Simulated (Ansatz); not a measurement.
# BW2: the cost of one run

Computed with Ansatz 0.2.0 (DFT PBEsol, scalar-relativistic, plane waves, PAW, unless a step's input says otherwise).

71 further runs of the same task are left out: 71 set aside as unsound or not needed.

## Step 1: Starting point

It takes space group I4/mcm (No. 140, tetragonal). Conventional cell: a = 5.536 Å, b = 5.536 Å, c = 4.751 Å, α = 90.00°, β = 90.00°, γ = 90.00°. B (site symmetry 422) has 8 W at 2.37 Å and 2 B at 2.38 Å as nearest neighbours. Around W (site symmetry m2m) lie 4 B at 2.37 Å and 3 W at 2.66 to 2.69 Å.

As a file:

```cif
data_structure
_symmetry_space_group_name_H-M 'P 1'
_symmetry_Int_Tables_number 1
_cell_length_a 4.5789
_cell_length_b 4.5789
_cell_length_c 4.5789
_cell_angle_alpha 105.611
_cell_angle_beta 105.611
_cell_angle_gamma 117.504
_cell_volume 72.80
loop_
_atom_site_label
_atom_site_type_symbol
_atom_site_fract_x
_atom_site_fract_y
_atom_site_fract_z
_atom_site_occupancy
B1 B 0.25000 0.25000 0.00000 1
B2 B 0.75000 0.75000 0.00000 1
W1 W 0.66993 0.16993 0.83985 1
W2 W 0.16993 0.33007 0.50000 1
W3 W 0.33007 0.83007 0.16015 1
W4 W 0.83007 0.66993 0.50000 1
```

It is the result of an earlier relaxation at this level (volume 12.13 Å³/atom; gap on the mesh: none (metal)).

## Step 2: The scan

The energy is mapped over volume and the cell's shape.

The axes are (1) volume per atom: 11 values from 10.677 to 13.590 Å³; (2) c/a of the conventional cell: 11 values from 0.792 to 0.930.

Nothing else is relaxed (fractional coordinates fixed). Energies count from the relaxed crystal. Points are written as (first, second).

## Step 3: The run at (12.716 Å³, 0.792)

Contents of input.yaml:

```yaml
crystal:
  lattice:
    - [-2.8878338247, 2.8878338247, 2.2871643891]
    - [2.8878338247, -2.8878338247, 2.2871643891]
    - [2.8878338247, 2.8878338247, -2.2871643891]
  atoms:
    - { symbol: B, position: [0.25, 0.25, 0.0] }
    - { symbol: B, position: [0.75, 0.75, 0.0] }
    - { symbol: W, position: [0.6699250788, 0.1699250788, 0.8398501576] }
    - { symbol: W, position: [0.1699250788, 0.3300749212, 0.5] }
    - { symbol: W, position: [0.3300749212, 0.8300749212, 0.1601498424] }
    - { symbol: W, position: [0.8300749212, 0.6699250788, 0.5] }
basis:
  ecutwfc: 520.0
kpoints:
  mp_grid: { grid: [12, 12, 12] }
hamiltonian:
  xc: pbesol
scf:
  occupations: { method: gaussian, width: 0.15 }
output:
  forces: true
  stress: true
  eigenvalues: true
```

Launch:

```sh
> ansatz run input.yaml --threads 4 --pin off --max-ram 8192MiB --backend cpu --events-out ev --progress --plain --runs-dir out
```

**Question.** How long does this run take on 4 threads of Arm Neoverse V2, shared host, and how much memory does it need?

About 6.5 s, with a peak of 0.72 GiB.
